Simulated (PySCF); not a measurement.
**C₃H₂BF₂N: geometry, spin-spin couplings**

Wanted: the spin-spin couplings of C₃H₂BF₂N (`[H]/N=C\C#CB(F)F`), by calculation.

Computed with PySCF 2.14.0, with density-fitted response routines of our own, on a single molecule in the gas phase. Atoms count from 0, in the outputs and in this text.

## Step 1: The molecule as given

9 atoms, charge 0, multiplicity 1; geometry from: GFN2-xTB. The atoms were then displaced at random by about 0.01 Å, so the start is not that level's minimum.

Bonds of the start (Å): N0–C1 1.29, C1–C2 1.44, C2–C3 1.16, C3–B4 1.55, B4–F5 1.31, B4–F6 1.31, N0–H7 1.01, C1–H8 1.11.

## Step 2: Relaxing the molecule at PBE0-D3(BJ)/def2-SVP

What the job is given:

```
{"job": {"xc": "PBE0", "basis": "def2-SVP", "d3": "d3bj", "grid": 1, "shake": 0.01, "kind": "geom"}, "charge": 0, "multiplicity": 1}
N      2.596230    -0.686940     0.238480
C      1.720280     0.174450     0.625560
C      0.332800     0.220320     0.257560
C     -0.770260     0.185910    -0.098620
B     -2.258580     0.164430    -0.532500
F     -3.183580    -0.483540     0.141010
F     -2.674200     0.813670    -1.585950
H      2.237280    -1.365950    -0.411060
H      2.057840     0.960520     1.331800
```

Started as:

```console
$ OMP_NUM_THREADS=1 python probes_run.py task.json out
```

One launch serves the whole session: the jobs run in the order shown.

**Question.** This job is followed by: B3LYP/6-31G* indirect spin-spin coupling, non-relativistic, gas phase. What will the session give for the following? point group; rotational constants (main isotopes); largest coupling of the table (B3LYP/6-31G*).

As calculated:

| quantity | value |
| --- | --- |
| point group | C1 |
| rotational constants (main isotopes) | 8.45, 0.99, 0.93 GHz |
| largest coupling of the table (B3LYP/6-31G*) | 1J(C,H) C1–H8, 195.5 Hz |

Over 14 steps the energy fell by 0.279 eV; of the close pairs, C2–C3 changed most, 1.160 to 1.220 Å. No frequency check was run at this level, so the end point may be a saddle. Of the pairs tabulated at B3LYP/6-31G*, C1–H8 couples most strongly (195.5 Hz; Fermi contact 194.7 Hz). Density functionals describe couplings to fluorine poorly, F–F couplings above all, so those rows are rough. Couplings from bases without tight functions are rough.
